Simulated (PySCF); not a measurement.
**C₄H₁₀OSi: electronic excitations**

Wanted: the electronic excitations of C₄H₁₀OSi (`C=CCC[SiH2]O`), by calculation.

The runs use PySCF 2.14.0, with density-fitted response routines of our own; the level of theory stands in each step. All values are computed, except where a source is named. Atoms count from 0, in the outputs and in this text.

## Step 1: The molecule as given

16 atoms, charge 0, multiplicity 1; geometry from: GFN2-xTB.

Bonds of the start (Å): C0–C1 1.32, C1–C2 1.49, C2–C3 1.53, C3–Si4 1.90, Si4–O5 1.63, C0–H6 1.08, C0–H7 1.08, C1–H8 1.08, C2–H9 1.09, C2–H10 1.09, C3–H11 1.09, C3–H12 1.09, Si4–H13 1.46, Si4–H14 1.47, O5–H15 0.95.

## Step 2: Excited states and response: B3LYP/def2-SVPD

The job: settings as JSON, then the geometry in Å.

```
{"job": {"kind": "uv", "xc": "B3LYP", "basis": "def2-SVPD", "nstates": 8, "ntriplets": 3}, "charge": 0, "multiplicity": 1}
C      2.944426    -0.056141     0.231259
C      1.849225    -0.710628    -0.106107
C      0.607260    -0.069020    -0.635625
C     -0.571124    -0.270144     0.320855
Si    -2.177446     0.532142    -0.309969
O     -3.418285     0.271663     0.711230
H      3.814560    -0.554184     0.624480
H      3.017582     1.014084     0.122848
H      1.797357    -1.785806     0.015434
H      0.778866     0.998077    -0.786888
H      0.358486    -0.510340    -1.604459
H     -0.293423     0.138108     1.296928
H     -0.724141    -1.341597     0.471603
H     -2.669754    -0.106398    -1.523209
H     -1.952423     1.972297    -0.478189
H     -3.368765     0.486832     1.638398
```

Method: TDDFT B3LYP/def2-SVPD, vertical, gas phase, core orbitals frozen in the response.

Launch:

```sh
$ OMP_NUM_THREADS=1 python probes_run.py task.json out
```

The driver reads the jobs from task.json and runs them one after another.

Predict these results of the whole session: lowest singlet (B3LYP/def2-SVPD); brightest single state of those computed; lowest triplet; surface potential, 1st and 99th percentile.

As calculated:

| quantity | value |
| --- | --- |
| lowest singlet (B3LYP/def2-SVPD) | 6.39 eV (194 nm), f = 0.006 |
| brightest single state of those computed | state 4, 7.04 eV, f = 0.245 |
| lowest triplet | 4.55 eV |
| surface potential, 1st and 99th percentile | -1.32 V and 2.21 V |

The lowest singlet, at 6.39 eV, is HOMO→LUMO 0.91 and is weak; of the 8 states computed, the strongest absorption comes from state 4 at 7.04 eV (the last state computed is bright too, and its partners may lie past the list). The lowest triplet lies 1.84 eV below the lowest singlet (triplets in Tamm-Dancoff, singlets in full TDDFT).
